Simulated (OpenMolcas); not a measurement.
# W³⁺ among point charges: CASSCF and CASPT2 levels and susceptibility

Aim: the splitting of the states of W³⁺ in the field of 6 point charges, its lowest levels with spin-orbit coupling and its magnetic susceptibility.

Program: OpenMolcas 26.06. Level of theory: state-averaged CASSCF and CASPT2, spin-orbit coupling by RASSI with atomic mean-field integrals. These are calculated values, not measurements, unless marked.

## 1. Starting point

```
Species                           : W³⁺ (tungsten, Z = 74, 71 electrons)
Basis                             : ANO-RCC-VDZP [7s6p4d2f1g], 68 functions
Scalar Hamiltonian                : DKH2, point nucleus
Inactive shells                   : 1s 2s 2p 3s 3p 3d 4s 4p 4d 4f 5s 5p
Active space                      : 3 electrons in 5 orbitals (5d)
Some configurations of this space : 5d³
Orbitals                          : optimised for each spin and parity, averaged over all roots
```

The outer shells:

5d3
```
5d [↑ ][↑ ][↑ ][  ][  ]
```

The ion sits among 6 point charges of -1.7 e arranged as an octahedron (Oh), 2.12 Å from the ion.

The work runs as a chain of OpenMolcas steps in one folder; each step below is one input file. Labels, J, g values, rates, χT and fits are worked out afterwards by a script from the matrices that RASSI stores. The input lists half of the charges; inversion (Group=XYZ) makes the rest.

## 2. GATEWAY and SEWARD: basis and integrals

The input, a.inp:

```
&GATEWAY
Coord
1

W 0.0 0.0 0.0
Basis=ANO-RCC-VDZP
Group=XYZ
NoMove
AngMom=0.0 0.0 0.0
AMFI
XField
3 Angstrom 0
2.120000 0.000000 0.000000 -1.700000
0.000000 2.120000 0.000000 -1.700000
0.000000 0.000000 2.120000 -1.700000
&SEWARD
```

Started as:

```
> OMP_NUM_THREADS=1 MOLCAS_MEM=1689 MOLCAS_PROJECT=a pymolcas a.inp > a.log
```

What it wrote:

```text
Basis set label: W.ANO-RCC...7S6P4D2F1G.

      Electronic valence basis set:
      ------------------
      Associated Effective Charge  74.000000 au
      Associated Actual Charge     74.000000 au
      Nuclear Model: Point charge

      Shell  nPrim  nBasis  Cartesian Spherical Contaminant
         s      24       7        X
         p      21       6        X
         d      15       4                 X
         f      11       2                 X
         g       4       1                 X
                  Relativistic Douglas-Kroll-Hess integrals:
                    - DKH order of Hamiltonian: 2
                    - DKH order of Properties : 0
                  Atomic mean-field integrals
```

## 3. Reference wave functions, quartets of even parity, 10 roots

The input, a.inp:

```
&RASSCF
FileOrb=start.orb
Symmetry=1
Spin=4
nActEl=3 0 0
Inactive=15 19
Ras2=5 0
CIRoot=10 10 1
SDav=10
CIMx=300
Iter=120 100
PrWF=0.3
OrbListing=Nothing
MaxOrb=0
>>> COPY $Project.JobIph JOB001
```

Started as:

```
> OMP_NUM_THREADS=1 MOLCAS_MEM=1689 MOLCAS_PROJECT=a pymolcas a.inp > a.log
```

start.orb holds the contracted functions of the basis, ordered by shell, or the orbitals of the step before.

What it wrote, cut to the lines that bear on the results:

```text
[...]
      Number of active orbitals                  5
[...]
      Spin quantum number                      1.5
[...]
      Active orbitals                            5   0
[...]
      Number of CSFs                            10
      Number of root(s) required                10
[...]
      Convergence after 10 iterations
[...]
      Natural orbitals and occupation numbers for root  1
      sym 1:   1.000000   1.000000   0.000000   0.000000   1.000000
      Natural orbitals and occupation numbers for root  2
      sym 1:   0.870220   1.000000   0.129780   0.129780   0.870220
      Natural orbitals and occupation numbers for root  3
      sym 1:   0.988109   0.011891   0.988109   0.011891   1.000000
::    RASSCF root number  1 Total energy: -16133.39073597
::    RASSCF root number  2 Total energy: -16133.33060724
::    RASSCF root number  3 Total energy: -16133.33060724
[...]
::    RASSCF root number  7 Total energy: -16133.29995689
::    RASSCF root number  8 Total energy: -16133.24966059
::    RASSCF root number  9 Total energy: -16133.24966059
::    RASSCF root number 10 Total energy: -16133.24966059
```

## 4. Reference wave functions, doublets of even parity, 40 roots

The input, a.inp:

```
&RASSCF
FileOrb=start.orb
Symmetry=1
Spin=2
nActEl=3 0 0
Inactive=15 19
Ras2=5 0
CIRoot=40 40 1
SDav=40
CIMx=300
Iter=120 100
PrWF=0.3
OrbListing=Nothing
MaxOrb=0
>>> COPY $Project.JobIph JOB002
```

Started as:

```
> OMP_NUM_THREADS=1 MOLCAS_MEM=1689 MOLCAS_PROJECT=a pymolcas a.inp > a.log
```

What it wrote, cut to the lines that bear on the results:

```text
[...]
      Number of active orbitals                  5
[...]
      Spin quantum number                      0.5
[...]
      Active orbitals                            5   0
[...]
      Number of CSFs                            40
      Number of root(s) required                40
[...]
      Convergence after  8 iterations
[...]
      Natural orbitals and occupation numbers for root  1
      sym 1:   0.033261   1.008040   0.007160   0.979736   0.971804
      Natural orbitals and occupation numbers for root  2
      sym 1:   0.007160   0.965013   0.033261   0.993317   1.001249
      Natural orbitals and occupation numbers for root  3
      sym 1:   0.017977   0.998450   0.012044   0.977945   0.993584
::    RASSCF root number  1 Total energy: -16133.32965853
::    RASSCF root number  2 Total energy: -16133.32965853
::    RASSCF root number  3 Total energy: -16133.32663646
[...]
::    RASSCF root number 27 Total energy: -16133.20467935
::    RASSCF root number 28 Total energy: -16133.19370694
::    RASSCF root number 29 Total energy: -16133.19370694
::    RASSCF root number 30 Total energy: -16133.19370694
```

## 5. RASSI: spin-orbit coupling between the states

The input, a.inp:

```
&RASSI
NrOfJobIphs=2 10 40
1 2 3 4 5 6 7 8 9 10
1 2 3 4 5 6 7 8 9 10 11 12 13 14 15 16 17 18 19 20 21 22 23 24 25 26 27
28 29 30 31 32 33 34 35 36 37 38 39 40
IphNames
JOB001
JOB002
EJob
SpinOrbit
DIPRint=1.0
SOCoupling=1000.0
Subsets=2
Property=9
'ANGMOM' 1 'ANGMOM' 2 'ANGMOM' 3 'MLTPL  1' 1 'MLTPL  1' 2 'MLTPL  1' 3
'AMFI' 1 'AMFI' 2 'AMFI' 3
SOProperty=3
'ANGMOM' 1 'ANGMOM' 2 'ANGMOM' 3
```

What it wrote, cut to the lines that bear on the results:

```text
SPIN-FREE ENERGIES:
  (Shifted by EMIN (a.u.) =     -16133.3907359700)
 SF State       Relative EMIN(au)   Rel lowest level(eV)    D:o, cm**(-1)      L_eff
     1             0.0000000000        0.0000000000              0.0000         3.0
     2             0.0601287338        1.6361861989          13196.7317         3.0
     3             0.0601287338        1.6361861989          13196.7317         3.0
     4             0.0601287338        1.6361861989          13196.7317         3.0
    11             0.0610774422        1.6620018702          13404.9491         3.9
    12             0.0610774422        1.6620018702          13404.9491         3.9
    13             0.0640995069        1.7442364402          14068.2156         3.9
    14             0.0640995069        1.7442364402          14068.2156         3.9
    15             0.0640995069        1.7442364402          14068.2156         3.9
    16             0.0895829009        2.4376749168          19661.1741         3.6
[...]
Eigenvalues of complex Hamiltonian:
   -----------------------------------
  (Shifted by EMIN (a.u.) =     -16133.3907359700)
 SO State       Relative EMIN(au)   Rel lowest level(eV)    D:o, cm**(-1)     J-value
     1            -0.0098389970        0.0000000000              0.0000         2.2
     2            -0.0098389970        0.0000000000              0.0000         2.2
     3            -0.0098389970        0.0000000000              0.0000         2.2
     4            -0.0098389970        0.0000000000              0.0000         2.2
     5             0.0365123659        1.2612848386          10172.9483         2.6
     6             0.0365123659        1.2612848388          10172.9483         2.6
     7             0.0365123659        1.2612848386          10172.9483         2.6
     8             0.0365123659        1.2612848388          10172.9483         2.6
     9             0.0491935894        1.6063585110          12956.1551         2.9
    10             0.0491935894        1.6063585110          12956.1551         2.9
    11             0.0491935894        1.6063585114          12956.1552         3.1
[...]
```

These steps: 11 s of run time, 1 thread of Arm Neoverse V2, shared host.

States without spin-orbit coupling:

```
state  degeneracy  E (cm-1)  free-ion L (%)
  4A2           1         0         F (100)
  4T2           3     13197         F (100)
   2E           2     13405          G (63)
  2T1           3     14068          G (41)
  2T2           3     19661          D (46)
  4T1           3     19924          F (62)
  2A1           1     24409         G (100)
  2T2           3     27072          G (59)
  2T1           3     27210          H (52)
   2E           2     28635          H (50)
  4T1           3     30962          P (62)
  2T1           3     32332          H (39)
  2T2           3     37390          F (56)
  2A2           1     38833         F (100)
  2T1           3     40835          H (68)
  2T2           3     43243          D (27)
   2E           2     45701          D (61)
  2T1           3     48586          F (72)
   2E           2     63301          D (70)
  2T2           3     64049          D (83)
```

With spin-orbit coupling:

| E (cm-1) | Degeneracy | Label | 2S+1 | g |
| --- | --- | --- | --- | --- |
| 0.0 | 4 | Γ8 | 4 |  |
| 10173 | 4 | Γ8 | 4 |  |
| 12956 | 4 | Γ8 | 2 |  |
| 13186 | 2 | Γ7 | 4 | 1.47 1.47 1.47 |
| 13368 | 2 | Γ6 | 2 | 1.40 1.40 1.40 |
| 14333 | 4 | Γ8 | 4 |  |
| 16620 | 4 | Γ8 | 4 |  |
| 17085 | 2 | Γ6 | 4 | 1.13 1.13 1.13 |
| 18659 | 2 | Γ7 | 4 | 0.01 0.01 0.01 |
| 20667 | 4 | Γ8 | 4 |  |
| 21316 | 2 | Γ6 | 4 | 3.31 3.31 3.31 |
| 23501 | 4 | Γ8 | 4 |  |
| 24623 | 4 | Γ8 | 4 |  |
| 24874 | 2 | Γ7 | 2 | 1.74 1.74 1.74 |
| 26260 | 2 | Γ6 | 2 | 1.53 1.53 1.53 |
| 27204 | 4 | Γ8 | 2 |  |
| 28323 | 2 | Γ7 | 2 | 0.23 0.23 0.23 |
| 28610 | 4 | Γ8 | 2 |  |
| 28715 | 2 | Γ6 | 2 | 0.97 0.97 0.97 |
| 31076 | 4 | Γ8 | 2 |  |
| 32393 | 2 | Γ6 | 2 | 2.34 2.34 2.34 |
| 33192 | 2 | Γ7 | 4 | 2.11 2.11 2.11 |
| 33195 | 4 | Γ8 | 2 |  |
| 34782 | 4 | Γ8 | 4 |  |

Principal g values are given for doublets only; a zero marks a field direction without first-order Zeeman splitting.

Powder χT (cm³ K/mol): 0.79 at 2 K, 0.79 at 5 K, 0.79 at 10 K, 0.79 at 20 K, 0.80 at 50 K, 0.80 at 100 K, 0.81 at 150 K, 0.82 at 200 K, 0.83 at 250 K, 0.83 at 300 K.

A ligand-field fit to the states below 45000 cm-1 gives 10Dq = 13770 cm-1, B = 713 cm-1 and C = 2889 cm-1 (C/B = 4.05), with a deviation of 232 cm-1.

## 6. CASPT2: IPEA 0.25, imaginary shift 0.1 (closed shells correlated: 4f 5s 5p)

The input, a.inp:

```
>>> COPY JOB001 $Project.JobIph
&CASPT2
Multistate=10 1 2 3 4 5 6 7 8 9 10
NoMult
Frozen=14 9
IPEA=0.25
Imaginary=0.1
MaxIter=60
WThr=0.0 0.3 0.05
PrWF=0.5
NoMix
>>> COPY JOB002 $Project.JobIph
&CASPT2
Multistate=40 1 2 3 4 5 6 7 8 9 10 11 12 13 14 15 16 17 18 19 20 21 22
23 24 25 26 27 28 29 30 31 32 33 34 35 36 37 38 39 40
NoMult
Frozen=14 9
IPEA=0.25
Imaginary=0.1
MaxIter=60
WThr=0.0 0.3 0.05
PrWF=0.5
NoMix
```

What it wrote:

```text
Orbital specifications:
      -----------------------

      Symmetry species                           1   2
                                                ag  au
      Frozen orbitals                           14   9
      Inactive orbitals                          1  10
      Active orbitals                            5   0
      Secondary orbitals                        16  13
      Deleted orbitals                           0   0
      Number of basis functions                 36  32
Type of calculation                        SS-CASPT2
      Fock operator                              state-specific
      IPEA shift                                 0.25
      Real shift                                 0.00
      Imaginary shift                            0.10
      The input orbitals will be transformed to quasi-canonical
Reference energy:      -16133.3907359700
      E2 (Non-variational):      -0.7762274220
      Shift correction:          -0.0001295053
      E2 (Variational):          -0.7763569273
      Total energy:          -16134.1670928972
      Residual norm:              0.0000005284
      Reference weight:           0.92245
      Contributions to the CASPT2 correlation energy
      Active & Virtual Only:         -0.0094126808
      One Inactive Excited:          -0.1094203932
      Two Inactive Excited:          -0.6573943480
Reference energy:      -16133.3306072362
      E2 (Non-variational):      -0.7762180063
      Shift correction:          -0.0001258817
      E2 (Variational):          -0.7763438880
      Total energy:          -16134.1069511242
      Residual norm:              0.0000001475
      Reference weight:           0.92275
      Contributions to the CASPT2 correlation energy
      Active & Virtual Only:         -0.0088903919
      One Inactive Excited:          -0.1115827222
      Two Inactive Excited:          -0.6557448921
::    CASPT2 Root  1     Total energy: -16134.16709290
::    CASPT2 Root  2     Total energy: -16134.10695112
::    CASPT2 Root  3     Total energy: -16134.10625530
::    CASPT2 Root  4     Total energy: -16134.10698586
::    CASPT2 Root  5     Total energy: -16134.07885238
::    CASPT2 Root  6     Total energy: -16134.07885578
::    CASPT2 Root  7     Total energy: -16134.07885520
::    CASPT2 Root  8     Total energy: -16134.02914191
::    CASPT2 Root  9     Total energy: -16134.02920123
::    CASPT2 Root 10     Total energy: -16134.02973766
Orbital specifications:
      -----------------------

      Symmetry species                           1   2
                                                ag  au
      Frozen orbitals                           14   9
      Inactive orbitals                          1  10
      Active orbitals                            5   0
      Secondary orbitals                        16  13
      Deleted orbitals                           0   0
      Number of basis functions                 36  32
Type of calculation                        SS-CASPT2
      Fock operator                              state-specific
      IPEA shift                                 0.25
      Real shift                                 0.00
      Imaginary shift                            0.10
      The input orbitals will be transformed to quasi-canonical
Reference energy:      -16133.3296585278
      E2 (Non-variational):      -0.7814962216
      Shift correction:          -0.0002704788
      E2 (Variational):          -0.7817667004
      Total energy:          -16134.1114252282
      Residual norm:              0.0000000750
      Reference weight:           0.91746
      Contributions to the CASPT2 correlation energy
      Active & Virtual Only:         -0.0143492758
      One Inactive Excited:          -0.1078814424
      Two Inactive Excited:          -0.6592655034
Reference energy:      -16133.3296585278
      E2 (Non-variational):      -0.7816934596
      Shift correction:          -0.0002683499
      E2 (Variational):          -0.7819618095
      Total energy:          -16134.1116203372
      Residual norm:              0.0000000899
      Reference weight:           0.91752
      Contributions to the CASPT2 correlation energy
      Active & Virtual Only:         -0.0143093601
      One Inactive Excited:          -0.1081197454
      Two Inactive Excited:          -0.6592643542
::    CASPT2 Root  1     Total energy: -16134.11142523
::    CASPT2 Root  2     Total energy: -16134.11162034
::    CASPT2 Root  3     Total energy: -16134.10914310
::    CASPT2 Root  4     Total energy: -16134.10919110
::    CASPT2 Root  5     Total energy: -16134.10912000
::    CASPT2 Root  6     Total energy: -16134.08640578
::    CASPT2 Root  7     Total energy: -16134.08643266
::    CASPT2 Root  8     Total energy: -16134.08643736
::    CASPT2 Root  9     Total energy: -16134.06158964
::    CASPT2 Root 10     Total energy: -16134.04804806
::    CASPT2 Root 11     Total energy: -16134.04799527
::    CASPT2 Root 12     Total energy: -16134.04757296
::    CASPT2 Root 13     Total energy: -16134.04904207
::    CASPT2 Root 14     Total energy: -16134.05049859
::    CASPT2 Root 15     Total energy: -16134.05022755
::    CASPT2 Root 16     Total energy: -16134.04401831
::    CASPT2 Root 17     Total energy: -16134.04394590
::    CASPT2 Root 18     Total energy: -16134.03119611
::    CASPT2 Root 19     Total energy: -16134.03142900
::    CASPT2 Root 20     Total energy: -16134.03103536
::    CASPT2 Root 21     Total energy: -16134.00830155
::    CASPT2 Root 22     Total energy: -16134.00914630
::    CASPT2 Root 23     Total energy: -16134.00916495
::    CASPT2 Root 24     Total energy: -16134.00325687
::    CASPT2 Root 25     Total energy: -16133.98336415
::    CASPT2 Root 26     Total energy: -16133.98362406
::    CASPT2 Root 27     Total energy: -16133.98348642
::    CASPT2 Root 28     Total energy: -16133.97772847
::    CASPT2 Root 29     Total energy: -16133.97775131
::    CASPT2 Root 30     Total energy: -16133.97636241
```

This run took 8.9 s in all on 1 thread of Arm Neoverse V2, shared host.

SS-CASPT2: lowest energy less the reference's lowest, -0.7764 hartree; reference weights 0.903 to 0.923.

States without spin-orbit coupling:

```
state  degeneracy  E (cm-1)  free-ion L (%)
  4A2           1         0         F (100)
   2E           2     12196          G (63)
  2T1           3     12717          G (41)
  4T2           3     13248         F (100)
  2T2           3     17704          D (46)
  4T1           3     19366          F (62)
  2A1           1     23155         G (100)
  2T1           3     25716          H (52)
  2T2           3     26166          G (59)
   2E           2     27020          H (50)
  2T1           3     29821          H (39)
  4T1           3     30229          P (62)
  2T2           3     34726          F (56)
  2A2           1     35958         F (100)
  2T1           3     40296          H (68)
  2T2           3     41659          D (27)
   2E           2     43002          D (61)
  2T1           3     45744          F (72)
   2E           2     60583          D (70)
  2T2           3     60608          D (83)
```

With spin-orbit coupling:

```tsv
E (cm-1)	Degeneracy	Label	2S+1	g
0	4	Γ8	4	
9520	4	Γ8	2	
11790	4	Γ8	2	
12630	2	Γ6	2	0.98 0.98 0.98
13180	2	Γ7	4	1.15 1.15 1.15
14300	4	Γ8	4	
16000	4	Γ8	4	
16690	2	Γ6	4	1.56 1.56 1.56
17750	2	Γ7	4	0.21 0.21 0.21
19640	4	Γ8	2	
20590	2	Γ6	4	3.34 3.34 3.34
22650	4	Γ8	4	
23500	2	Γ7	2	1.70 1.70 1.70
23790	4	Γ8	4	
25110	2	Γ6	2	1.13 1.13 1.13
26060	4	Γ8	2	
27480	2	Γ7	2	0.30 0.30 0.30
27590	2	Γ6	2	1.28 1.28 1.28
27610	4	Γ8	2	
29960	4	Γ8	2	
30570	2	Γ6	2	1.97 1.97 1.97
31660	4	Γ8	2	
32350	2	Γ7	4	2.06 2.06 2.06
33670	4	Γ8	4
```

Powder χT (cm³ K/mol): 0.77 at 2 K, 0.77 at 5 K, 0.77 at 10 K, 0.77 at 20 K, 0.77 at 50 K, 0.78 at 100 K, 0.79 at 150 K, 0.79 at 200 K, 0.80 at 250 K, 0.81 at 300 K.

## 7. The methods side by side

A. CASSCF
B. SS-CASPT2, IPEA 0.25, imaginary shift 0.1 (closed shells correlated: 4f 5s 5p)

```
method  ground state  first state of that spin (cm-1)  first gap with spin-orbit (cm-1)  χT at 300 K
     A           4A2                        4T2 13200                           10172.9         0.83
     B           4A2                        4T2 13250                            9524.0         0.81
```

## 8. What came out

```
                                            quantity                                                                           value
                                              method  SS-CASPT2, IPEA 0.25, imaginary shift 0.1 (closed shells correlated: 4f 5s 5p)
                              spin-free ground state                                                 4A2, 1-fold in its orbital part
first state of the same spin within the active space                                                               4T2 at 13200 cm⁻¹
                                        lowest level                                                                       4-fold Γ8
                                          next level                                                                     9524.0 cm⁻¹
                                         χT at 300 K                                                                  0.81 cm³ K/mol
                           effective moment at 300 K                                                                         2.54 μB
```

Cost by method:

```
                                                 method  time of its own steps  time with the reference
                                              A. CASSCF                   11 s                     11 s
B. SS-CASPT2, IPEA 0.25, imaginary shift 0.1, +4f 5s 5p                  8.9 s                     20 s
```

Times are of one thread on a shared host.

In words: The spin-free ground state (4A2) comes to 100 % from free-ion F terms and keeps the highest spin of the shell. χT at 300 K is 0.81, against 1.88 cm³ K/mol for the spin alone, so spin-orbit coupling lowers it. CASPT2 does not keep the components of a term degenerate, and the means are used. The field of point charges can differ much from that of real complexes. Point charges carry no covalency, so the field is a model and not that of real ligands.
